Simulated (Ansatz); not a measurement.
**CH₃ClGeO: small, medium and large basis sets**

The task here is to estimate one member of a computed series from the others.

Computed with Ansatz 0.2.0, Gaussian basis. Level: one geometry, several basis sets.

Plan: PBE0-D4/def2-SVP; ωB97M-V/def2-SVP; PBE0-D4/def2-QZVPP; ωB97M-V/def2-QZVPP; the functionals' def2-TZVPP values are taken from earlier runs.

## The relaxed structure

The geometry comes from an earlier relaxation with PBE0-D4 in a triple-zeta def2 set; it is a stationary point, not always the lowest conformer.

7 atoms, charge 0, spin multiplicity 1.

Atoms are counted from 1 here; the program's logs count them from 0.

Bond lengths: C1–O2 1.410 Å, C1–H5 1.093 Å, C1–H6 1.093 Å, C1–H7 1.093 Å, O2–Ge3 1.762 Å, Ge3–Cl4 2.215 Å. Angles: O2–C1–H5 109.0°, O2–C1–H6 112.0°, O2–C1–H7 109.0°, H5–C1–H6 109.1°, H5–C1–H7 108.5°, H6–C1–H7 109.1°, C1–O2–Ge3 132.6°, O2–Ge3–Cl4 101.4°.

Set-up of the first run:

Contents of in.yaml:

```yaml
crystal:
  periodic: [false, false, false]
  atoms:
    - {symbol: C, position_ang: [0.468717, 0.718462, 0.017451]}
    - {symbol: O, position_ang: [0.565137, -0.523270, 0.678834]}
    - {symbol: Ge, position_ang: [-0.402526, -1.994129, 0.599960]}
    - {symbol: Cl, position_ang: [-1.938335, -1.427162, -0.891794]}
    - {symbol: H, position_ang: [0.355299, 1.510325, 0.762482]}
    - {symbol: H, position_ang: [-0.378681, 0.750916, -0.671750]}
    - {symbol: H, position_ang: [1.391590, 0.896759, -0.540683]}
basis:
  gaussian: {orbitals: def2-SVP}
hamiltonian: {xc: pbe0, dispersion: d4}
output: {orbitals: {seedname: orbitals}}
```

Steps of the session up to this table: PBE0-D4 in def2-SVP; ωB97M-V in def2-SVP; PBE0-D4 in def2-QZVPP; ωB97M-V in def2-QZVPP.

One table of the session follows, with a row left open; its other results are not shown here.

It belongs to the step «Functionals by basis». 

```
functional       basis  HOMO (eV)  LUMO (eV)
   PBE0-D4    def2-SVP      -7.84      -2.09
   PBE0-D4  def2-TZVPP      -7.95      -2.22
   PBE0-D4  def2-QZVPP      -8.00      -2.27
   ωB97M-V    def2-SVP      -9.93      -0.10
   ωB97M-V  def2-TZVPP          ?          ?
   ωB97M-V  def2-QZVPP     -10.15      -0.39
```

Q: Estimate the row for ωB97M-V, def2-TZVPP from the others.

The run gave: HOMO (eV): -10.09; LUMO (eV): -0.26. In the column «HOMO (eV)» it lies between ωB97M-V, def2-QZVPP (-10.15) and ωB97M-V, def2-SVP (-9.93).
